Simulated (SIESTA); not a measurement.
KPt:

```
Pt K
1.0
     3.00085    0.00000    0.00000
    -1.50042    2.59881    0.00000
     0.00000    0.00000    5.34558
Pt K
1 1
Direct
  0.66667 0.33333 0.00000
  0.00000 0.00000 0.50000
```

The cell comes from a database or a generator and needn't be the stable form of this composition.

| Property | Result |
| --- | --- |
| Program | SIESTA 5.4.2 |
| Task | single point |
| Functional | PBE |
| Potentials or basis | PseudoDojo 0.4 standard (PBE files) |
| Basis | DZP (energy shift 0.003 Ry; two zetas on semicore shells; d shell added on K) |
| Grid cutoff | 800 Ry |
| Energy shift | 0.003 Ry |
| k mesh | 10 × 10 × 5 |
| Occupations | fermi-dirac, width 0.05 eV |
| Spin | no spin polarisation |

On this cell: pressure 0.0 GPa; largest force under 0.003 eV/Å; band gap on the k mesh none (metal or under the smearing width).

The same run follows on a disturbed copy (atoms moved at random, drawn with an rms of 0.05 Å):

```
Pt K
1.0
     3.00085    0.00000    0.00000
    -1.50042    2.59881    0.00000
     0.00000    0.00000    5.34558
Pt K
1 1
Direct
  0.67869 0.34565 0.00563
  0.97504 0.98655 0.50389
```

What does the disturbed cell give?

The energy (extrapolated to zero smearing) moves by +1.0 meV/atom; pressure -0.1 GPa; largest force 0.053 eV/Å; band gap on the k mesh none (metal or under the smearing width).

Forces in eV/Å, atoms in the order of the input:
```
Pt  -0.025 -0.028 -0.038
K    0.025  0.027  0.037
```

Stress tensor (GPa, compression positive):
```
-0.03 -0.37  0.00
-0.37  0.62  0.02
 0.00  0.02 -0.78
```

Caveats: short orbitals over semicore shells can move pressures by several GPa; the basis of atomic orbitals isn't converged, which shifts pressures, moduli and gaps.
